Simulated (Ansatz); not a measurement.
AlFe3B:

```
Fe Al B
1.0
     3.82232    0.00000    0.00000
     0.00000    3.82232    0.00000
     0.00000    0.00000    3.82232
Fe Al B
3 1 1
Direct
  0.00000 0.00000 0.50000
  0.00000 0.50000 0.00000
  0.50000 0.00000 0.00000
  0.50000 0.50000 0.50000
  0.00000 0.00000 0.00000
```

The cell comes from a database or a generator and needn't be the stable form of this composition.

```yaml
Program: Ansatz 0.2.0
Task: single point
Functional: PBE
Potentials_or_basis: Ansatz PAW
Cutoff: "420 eV (not typed: the program's choice for these potentials)"
k_mesh: 7 × 7 × 7
Occupations: fermi-dirac, width 0.05 eV
Spin: collinear spin, ferromagnetic start
Starting_moments: "[3.0, 3.0, 3.0, 0.0, 0.0] μB"
```

On this cell: pressure -1.2 GPa; largest force zero by symmetry; net moment 4.11 μB per cell; site moments Fe +1.38; Al -0.11; B -0.11 μB; band gap on the k mesh none (metal or under the smearing width).

The same run follows on a disturbed copy (atoms moved at random, drawn with an rms of 0.05 Å):

```xyz
5
Lattice="3.8223 0.0000 0.0000 0.0000 3.8223 0.0000 0.0000 0.0000 3.8223" Properties=species:S:1:pos:R:3 pbc="T T T"
Fe    0.0142    0.0422    1.8717
Fe   -0.0014    1.9337    0.0043
Fe    1.9432    0.0262    0.0100
Al    1.8483    1.9055    1.8736
B     0.0418    0.0233    0.0148
```

Task: What changes?

Result: The energy (extrapolated to zero smearing) moves by +11.9 meV/atom; pressure -0.7 GPa; largest force 1.290 eV/Å; net moment 4.11 μB per cell; site moments Fe +1.35, +1.38; Al -0.10; B -0.10 μB; band gap on the k mesh none (metal or under the smearing width).

Forces on the atoms (eV/Å):
```
Fe  -0.172 -0.168  1.268
Fe  -0.069  0.082 -0.220
Fe   0.052 -0.062 -0.253
Al   0.377  0.201  0.240
B   -0.187 -0.053 -1.034
```

Stress tensor (GPa, compression positive):
```
-0.89  0.14  0.04
 0.14 -0.94  0.09
 0.04  0.09 -0.41
```
